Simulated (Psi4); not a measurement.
# B2H2F2 (SMILES BB(F)F), run twice

Aim: energy and gradient of B2H2F2 at MP2/DZVP (sfX2C).

The calculation is run with Psi4 1.11.

## (1) The structure to begin with

B2H2F2: 6 atoms, total charge 0, spin state singlet. SMILES: `BB(F)F`. The shape is that of a GFN2-xTB optimisation. This is one conformer, not always the lowest.

Bond lengths: B1–B2 1.666 Å, B2–F3 1.327 Å, B2–F4 1.326 Å, B1–H5 1.168 Å, B1–H6 1.168 Å. Angles: B1–B2–F3 124.1°, B1–B2–F4 124.5°, F3–B2–F4 111.4°, B2–B1–H5 121.9°, B2–B1–H6 121.9°, H5–B1–H6 116.2°.

## (2) The input as first written

b2f2h2.xyz reads:

```xyz
6
B2F2H2
B     -0.384060     0.723310    -0.312960
B      0.345050    -0.650110     0.286370
F      0.646000    -1.713150    -0.448520
F      0.700630    -0.821130     1.551970
H     -1.545580     0.840870    -0.348270
H      0.237960     1.620200    -0.728600
```

job.py reads:

```python
import psi4

psi4.set_memory('1600 MB')
psi4.set_num_threads(1)
psi4.set_output_file('psi4.out', False)

with open('b2f2h2.xyz') as f:
    atoms = ''.join(f.readlines()[2:])
mol = psi4.geometry('0 1\n' + atoms + 'symmetry c1')

psi4.set_options({
    'basis': 'DZVP',
    'scf_type': 'pk',
    'mp2_type': 'conv',
    'maxiter': 6,
    'fail_on_maxiter': False,
    'relativistic': 'x2c',
})

e = psi4.gradient('mp2', molecule=mol)
print('gradient / Eh bohr^-1')
print(e.np.round(6))
```

Launch:

```console
python job.py
```

psi4.out:

```text
Psi4 1.11 release

Relativistic analytic gradients are not implemented yet, re-routing to finite differences.

         ----------------------------------------------------------
                                   FINDIF
         ----------------------------------------------------------

  Using finite-differences of energies to determine gradients.
    Generating geometries for use with 3-point formula.
    Displacement size will be 5.00e-03.
    Number of atoms is 6.
    Number of symmetric SALCs is 12.
    Translations projected? 1. Rotations projected? 1.
    Number of geometries (including reference) is 25.
 25 displacements needed ...

  //>>>>>>>>>>>>>>>>>>>>>>>>>>>>>>>>>>>//
  //    FiniteDifference Computations  //
  //<<<<<<<<<<<<<<<<<<<<<<<<<<<<<<<<<<<//

[... 148 lines left out ...]
                        Total Energy        Delta E     RMS |[F,P]|
[... 676 lines left out ...]
   @RHF iter   4:  -249.68968156169873   -5.94556e-04   6.67030e-05 DIIS
[... 679 lines left out ...]
    Final Occupation by Irrep:
[... 664 lines left out ...]
    Total Energy =                       -249.6897108342388663
[... 708 lines left out ...]
  CCL_ENERGY                    => (empty)
[... 723 lines left out ...]
 OEINTS: Overlap, kinetic, potential, dipole, and quadrupole integrals
[... 756 lines left out ...]
  MAX_MOGRAD_CONVERGENCE        => (empty)
[... 519 lines left out ...]
PsiException: Could not converge SCF iterations in 6 iterations.
[... 1 line left out ...]
  Energy and/or wave function did not converge, but proceeding anyway.
[... 234 lines left out ...]
	SCS-MP2 Total Energy (a.u.)        :  -250.16293108465771
[... 88 lines left out ...]
PsiException: Could not converge SCF iterations in 6 iterations.
[... 1 line left out ...]
  Energy and/or wave function did not converge, but proceeding anyway.
[... 323 lines left out ...]
PsiException: Could not converge SCF iterations in 6 iterations.
[... 1 line left out ...]
  Energy and/or wave function did not converge, but proceeding anyway.
[... 259 lines left out ...]
	MP2 Total Energy (a.u.)            :  -250.17676767949493
[... 2 lines left out ...]
	total time  =          1 seconds =       0.02 minutes

    Psi4 run time: 0:00:01.07

  //>>>>>>>>>>>>>>>>>>>>>>>>>>>>>>>>>>>//
  //      FiniteDifference Results     //
  //<<<<<<<<<<<<<<<<<<<<<<<<<<<<<<<<<<<//

  Computing gradient from energies.
    Using 3-point formula.
    Energy without displacement: -250.1768650526
    Check energies below for precision!
    Forces are for mass-weighted, symmetry-adapted cartesians [a0].

     Coord      Energy(-1)        Energy(+1)            Force
        0   -250.1768651831   -250.1768623644      0.0002818665
        1   -250.1768630324   -250.1768652296     -0.0002197152
        2   -250.1768655149   -250.1768638210      0.0001693835
[... 8 lines of this table left out ...]
       11   -250.1769566807   -250.1767676795      0.0189001226
         -------------------------------------------------------------

[set-up sections that repeat, and orbital energies of the middle runs, are left out above]
```

The script printed:

```text
gradient / Eh bohr^-1
[[ 5.8700e-04 -8.4600e-04  5.6800e-04]
 [-3.7450e-03  6.9990e-03 -2.4320e-03]
 [-5.1000e-04  1.1831e-02  2.0804e-02]
 [-1.7880e-03 -7.5470e-03 -2.3299e-02]
 [ 1.4788e-02  5.4000e-05 -4.2100e-04]
 [-9.3320e-03 -1.0491e-02  4.7810e-03]]
```

Wall time 31 s (1 thread of Intel Xeon Platinum 8488C (Sapphire Rapids), shared host); peak memory 0.29 GiB.

## (3) What went wrong

The SCF stopped at its cap without converging, and the program went on all the same: the numbers that follow in the log rest on unconverged orbitals.

The log says `Energy and/or wave function did not converge, but proceeding anyway.`. What is wrong: the iteration cap is too low for convergence. The sound input differs in these keys, not all of which need be the cause: SCF iteration cap at its default in place of 6; fail on maxiter at its default in place of no.

## (4) Try two

b2f2h2.xyz is that of step 2.

job.py reads:

```python
import psi4

psi4.set_memory('1600 MB')
psi4.set_num_threads(1)
psi4.core.set_output_file('b2f2h2.out', False)

with open('b2f2h2.xyz') as f:
    atoms = ''.join(f.readlines()[2:])
m = psi4.geometry('0 1\n' + atoms + 'symmetry c1')

options = {'basis': 'DZVP', 'scf_type': 'pk', 'mp2_type': 'conv', 'relativistic': 'x2c'}
psi4.set_options(options)

E, wfn = psi4.gradient('mp2', molecule=m, return_wfn=True)
print('gradient / Eh bohr^-1')
print(E.np.round(6))
print(f'energy = {wfn.energy():.10f} Eh')
for k, v in sorted(psi4.core.scalar_variables().items()):
    print(f'{k:45s} {v:18.10f}')
```

Launch:

```console
python job.py
```

b2f2h2.out, cut to the lines that bear on the results:

```text
[...]
  Running in c1 symmetry.
[...]
  Nuclear repulsion =   93.948527783027771
[...]
  Multiplicity = 1
[...]
  Nalpha       = 15
  Nbeta        = 15
[...]
    Number of basis functions: 60
[...]
    WARNING: The X2C and Dirac Hamiltonians have substatially different eigenvalues!
             This is probably caused by the recontraction of the basis set.
[...]
   @RHF iter   1:  -249.63666266139708   -1.18447e+00   5.86752e-03 ADIIS/DIIS
[...]
	SCS-MP2 Total Energy (a.u.)        :  -250.16295831501799
	SOS-MP2 Total Energy (a.u.)        :  -250.12013638904352
[...]
   @RHF iter  14:  -249.68963526813451    1.70530e-13   4.97989e-11 DIIS
[...]
    Orbital Energies [Eh]
    ---------------------
    Doubly Occupied:
       1A    -26.312563     2A    -26.312159     3A     -7.725111
       4A     -7.628958     5A     -1.648913     6A     -1.608938
       7A     -0.829977     8A     -0.766403     9A     -0.754643
      10A     -0.711826    11A     -0.686622    12A     -0.654026
      13A     -0.642831    14A     -0.522784    15A     -0.492804
[...]
  @RHF Final Energy:  -249.68963526813451
   => Energetics <=
    Nuclear Repulsion Energy =             93.9567255554081271
    One-Electron Energy =                -532.6956055795704970
    Two-Electron Energy =                 189.0492447560278606
    Total Energy =                       -249.6896352681345093
[...]
 Multipole Moments:
 ------------------------------------------------------------------------------------
     Multipole            Electronic (a.u.)      Nuclear  (a.u.)        Total (a.u.)
 ------------------------------------------------------------------------------------
 L = 1.  Multiply by 2.5417464519 to convert [e a0] to [Debye]
 Dipole X            :          1.4105580           -1.7215616           -0.3110036
 Dipole Y            :         -2.6546215            3.2402094            0.5855878
 Dipole Z            :          1.1717102           -1.4191869           -0.2474767
 Magnitude           :                                                    0.7077295
[...]
	SOS-MP2 Total Energy (a.u.)        :  -250.15590028675874
	SCSN-MP2 Total Energy (a.u.)       :  -249.91573745807312
[...]
	SOS-PI-MP2 Total Energy (a.u.)     :  -250.19176682665289
[...]
	MP2 Total Energy (a.u.)            :  -250.17676782045044
[...]
```

On the terminal:

```text
gradient / Eh bohr^-1
[[ 5.8600e-04 -8.4600e-04  5.6500e-04]
 [-3.7440e-03  7.0420e-03 -2.3460e-03]
 [-4.9700e-04  1.1783e-02  2.0771e-02]
 [-1.8020e-03 -7.5420e-03 -2.3350e-02]
 [ 1.4788e-02  5.3000e-05 -4.2100e-04]
 [-9.3320e-03 -1.0491e-02  4.7810e-03]]
energy = -250.1768651932 Eh
CURRENT CORRELATION ENERGY                         -0.4871506468
CURRENT ENERGY                                   -250.1768651932
CURRENT REFERENCE ENERGY                         -249.6897145463
DD SOLVATION ENERGY                                 0.0000000000
FINDIF NUMBER                                      25.0000000000
HF KINETIC ENERGY                                 247.6197543961
HF POTENTIAL ENERGY                              -497.3094689424
HF TOTAL ENERGY                                  -249.6897145463
HF VIRIAL RATIO                                     2.0083594306
MP2 CORRELATION ENERGY                             -0.4871506468
MP2 DOUBLES ENERGY                                 -0.4871506468
MP2 OPPOSITE-SPIN CORRELATION ENERGY               -0.3586848689
MP2 SAME-SPIN CORRELATION ENERGY                   -0.1284657779
MP2 SINGLES ENERGY                                  0.0000000000
MP2 TOTAL ENERGY                                 -250.1768651932
NUCLEAR REPULSION ENERGY                           93.9485277830
ONE-ELECTRON ENERGY                              -532.6795138697
PCM POLARIZATION ENERGY                             0.0000000000
PE ENERGY                                           0.0000000000
SCF ITERATION ENERGY                             -249.6897145463
SCF ITERATIONS                                     14.0000000000
SCF TOTAL ENERGY                                 -249.6897145463
SCS(N)-MP2 CORRELATION ENERGY                      -0.2260997691
SCS(N)-MP2 TOTAL ENERGY                          -249.9158143155
SCS-MP2 CORRELATION ENERGY                         -0.4732437687
SCS-MP2 TOTAL ENERGY                             -250.1629583150
SCS-MP2-VDW CORRELATION ENERGY                     -0.5233495212
SCS-MP2-VDW TOTAL ENERGY                         -250.2130640675
TWO-ELECTRON ENERGY                               189.0412715403
```

Run time: 32 s. Hardware: 1 thread of Intel Xeon Platinum 8488C (Sapphire Rapids), shared host; peak memory 0.28 GiB.

## (5) Summary of results

Level: MP2/DZVP (sfX2C).

```
                quantity          value
            total energy  -250.17687 Eh
      correlation energy     -487.2 mEh
largest force on an atom     1.265 eV/Å
```

What this shows: The largest force is 1.27 eV/Å: the shape isn't a stationary point for this species at this level.
